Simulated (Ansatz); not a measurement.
# C3H6GaN: how energies converge with the basis set

The task here is to estimate one member of a computed series from the others.

Method: one geometry, several basis sets; program: Ansatz 0.2.0, Gaussian basis.

Levels to be run: PBE0-D4/def2-SVP; ωB97M-V/def2-SVP; PBE0-D4/def2-QZVPP; ωB97M-V/def2-QZVPP; the functionals' def2-TZVPP values are taken from earlier runs.

## Structure used throughout

An earlier PBE0-D4 in a triple-zeta def2 set relaxation fixed the geometry.

SMILES `[CH3][Ga]([CH3])[C]#N`, 11 atoms, charge 0, spin multiplicity 1.

Atoms are counted from 1 here; the program's logs count them from 0.

Bond lengths: C1–Ga2 1.952 Å, C1–H6 1.090 Å, C1–H7 1.093 Å, C1–H8 1.093 Å, Ga2–C3 1.952 Å, Ga2–C4 1.971 Å, C3–H9 1.093 Å, C3–H10 1.090 Å, C3–H11 1.093 Å, C4–N5 1.154 Å. Angles: Ga2–C1–H6 112.5°, Ga2–C1–H7 109.7°, Ga2–C1–H8 109.6°, H6–C1–H7 109.0°, H6–C1–H8 108.9°, H7–C1–H8 107.0°, C1–Ga2–C3 131.5°, C1–Ga2–C4 114.2°, C3–Ga2–C4 114.2°, Ga2–C3–H9 109.7°, Ga2–C3–H10 112.5°, Ga2–C3–H11 109.6°, H9–C3–H10 109.0°, H9–C3–H11 107.0°, H10–C3–H11 108.9°, Ga2–C4–N5 180.0°.

The first run:

in.yaml

```yaml
crystal:
  periodic: [false, false, false]
  atoms:
    - {symbol: C, position_ang: [-1.810449, 0.309873, 0.373915]}
    - {symbol: Ga, position_ang: [0.058938, 0.104914, -0.149644]}
    - {symbol: C, position_ang: [1.491083, -1.006632, 0.574342]}
    - {symbol: C, position_ang: [0.596764, 1.219766, -1.683016]}
    - {symbol: N, position_ang: [0.912333, 1.872750, -2.580726]}
    - {symbol: H, position_ang: [-2.076750, -0.316957, 1.224852]}
    - {symbol: H, position_ang: [-2.009040, 1.354612, 0.626482]}
    - {symbol: H, position_ang: [-2.457935, 0.056972, -0.469641]}
    - {symbol: H, position_ang: [2.324682, -0.373419, 0.888824]}
    - {symbol: H, position_ang: [1.164237, -1.608735, 1.422046]}
    - {symbol: H, position_ang: [1.871436, -1.670146, -0.206634]}
basis:
  gaussian: {orbitals: def2-SVP}
hamiltonian: {xc: pbe0, dispersion: d4}
output: {orbitals: {seedname: orbitals}}
```

The run is started by

```console
ansatz run in.yaml --threads 2 --pin off --events-out ev --progress --plain --max-ram 32768MiB --backend cpu
```

Steps of the session up to this table: PBE0-D4 in def2-SVP; ωB97M-V in def2-SVP; PBE0-D4 in def2-QZVPP; ωB97M-V in def2-QZVPP.

One of the session's tables, all rows but one given; the rest of the session is left out.

It belongs to the step «Density functionals: the series». 

| functional | basis | HOMO (eV) | LUMO (eV) |
| --- | --- | --- | --- |
| PBE0-D4 | def2-SVP | -8.34 | -1.68 |
| PBE0-D4 | def2-TZVPP | -8.40 | -1.78 |
| PBE0-D4 | def2-QZVPP | ? | ? |
| ωB97M-V | def2-SVP | -10.53 | 0.09 |
| ωB97M-V | def2-TZVPP | -10.60 | -0.02 |
| ωB97M-V | def2-QZVPP | -10.62 | -0.12 |

Estimate the missing values for PBE0-D4, def2-QZVPP.

As computed: HOMO (eV): -8.42; LUMO (eV): -1.80. In the column «HOMO (eV)» it lies between ωB97M-V, def2-SVP (-10.53) and PBE0-D4, def2-TZVPP (-8.40).
